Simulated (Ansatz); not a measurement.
**C₂H₆GeO: geometry optimisation**

Program: Ansatz 0.2.0. Level of theory: RKS r2SCAN0-D4/def2-SVP. These are calculated values, not measurements.

### Step 1. The system as given

SMILES `[CH2]1O[CH2][GeH2]1`, 10 atoms, charge 0, spin multiplicity 1.

Atoms are counted from 1 here; the program's logs count them from 0.

Bond lengths: C1–O2 1.437 Å, C1–Ge4 2.005 Å, C1–H5 1.117 Å, C1–H6 1.111 Å, O2–C3 1.437 Å, C3–Ge4 2.005 Å, C3–H7 1.117 Å, C3–H8 1.111 Å, Ge4–H9 1.554 Å, Ge4–H10 1.556 Å. Angles: O2–C1–Ge4 91.2°, O2–C1–H5 112.6°, O2–C1–H6 111.1°, Ge4–C1–H5 113.4°, Ge4–C1–H6 119.1°, H5–C1–H6 108.6°, C1–O2–C3 105.2°, O2–C3–Ge4 91.2°, O2–C3–H7 112.6°, O2–C3–H8 111.1°, Ge4–C3–H7 113.4°, Ge4–C3–H8 119.1°, H7–C3–H8 108.6°, C1–Ge4–C3 69.4°, C1–Ge4–H9 116.5°, C1–Ge4–H10 119.8°, C3–Ge4–H9 116.5°, C3–Ge4–H10 119.8° and more.

Geometry (Å):

```
atom    x (Å)    y (Å)    z (Å)
  C1  -0.9841   0.4978  -0.5824
  O2  -0.9416  -0.9259  -0.3918
  C3   0.3765  -1.2007   0.1106
 Ge4   0.6673   0.7384   0.5289
  H5  -0.8463   0.7922  -1.6510
  H6  -1.9451   0.9216  -0.2197
  H7   1.0637  -1.5921  -0.6782
  H8   0.3420  -1.9337   0.9451
  H9   0.4527   1.1697   2.0068
 H10   1.8980   1.4817  -0.0654
```

### Step 2. Relaxation

The input, input.yaml:

```yaml
crystal:
  periodic: [false, false, false]
  atoms:
    - { symbol: C, position_ang: [-0.98406, 0.497753, -0.582407] }
    - { symbol: O, position_ang: [-0.941567, -0.925949, -0.391789] }
    - { symbol: C, position_ang: [0.376471, -1.200691, 0.110562] }
    - { symbol: Ge, position_ang: [0.667288, 0.738373, 0.528883] }
    - { symbol: H, position_ang: [-0.846251, 0.792154, -1.651013] }
    - { symbol: H, position_ang: [-1.945141, 0.921561, -0.219731] }
    - { symbol: H, position_ang: [1.06366, -1.59206, -0.678224] }
    - { symbol: H, position_ang: [0.341999, -1.933681, 0.945115] }
    - { symbol: H, position_ang: [0.452719, 1.169664, 2.006833] }
    - { symbol: H, position_ang: [1.897983, 1.481676, -0.065432] }
basis:
  gaussian: { orbitals: def2-SVP }
hamiltonian:
  xc: { name: r2SCAN0 }
  dispersion: d4
output:
  forces: true
relax:
  f_tol: 0.003
  max_steps: 120
```

Started as:

```bash
$ ansatz run input.yaml --threads 1 --pin off --max-ram 2560MiB --backend cpu --events-out ev --progress --plain --runs-dir out
```

What time and memory should one allow on 1 thread of Intel Xeon Platinum 8259CL at 2.50GHz (Skylake/Cascade Lake), shared host?

About 76 s, with a peak of 0.27 GiB.
